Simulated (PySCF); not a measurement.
# C2H5F3GeOSi: the cost of one run

Programs: PySCF 2.14.0, with routines of our own; each step states its level. All values are computed. Atoms count from 0.

## 1. The system as given

13 atoms, charge 0, multiplicity 1; geometry from: GFN2-xTB.

## 2. Magnetic properties: GIAO B97-2/pcSseg-1

The job: settings as JSON, then the geometry in Å.

```
{"job": {"kind": "mag", "xc": "B97-2", "basis": "pcSseg-1", "isotopologues": 2}, "charge": 0, "multiplicity": 1}
O      1.717627     0.556724    -1.981663
C      1.159066     0.384823    -0.935603
Si    -0.324793     1.359648    -0.214244
Ge    -1.808526    -0.286330     0.533161
C      1.542738    -0.802525    -0.026912
F      0.633739    -1.790206    -0.186588
F      2.746003    -1.328113    -0.222405
F      1.461746    -0.437815     1.266938
H      0.267649     2.149203     0.866399
H     -0.762705     2.221290    -1.308779
H     -2.168229    -1.317619    -0.485944
H     -1.351330    -1.034217     1.739991
H     -3.117373     0.325623     0.937922
```

Method: GIAO B97-2/pcSseg-1 magnetisability, rotational g tensor and spin-rotation constants, non-relativistic, gas phase.

Run with:

```
$ OMP_NUM_THREADS=1 python excited_run.py task.json out
```

The driver reads the jobs from task.json and runs them one after another.

Q: Estimate the wall time and peak memory of this first job on 1 thread of Arm Neoverse V1, shared host.

About 38 s, with a peak of 0.91 GiB.
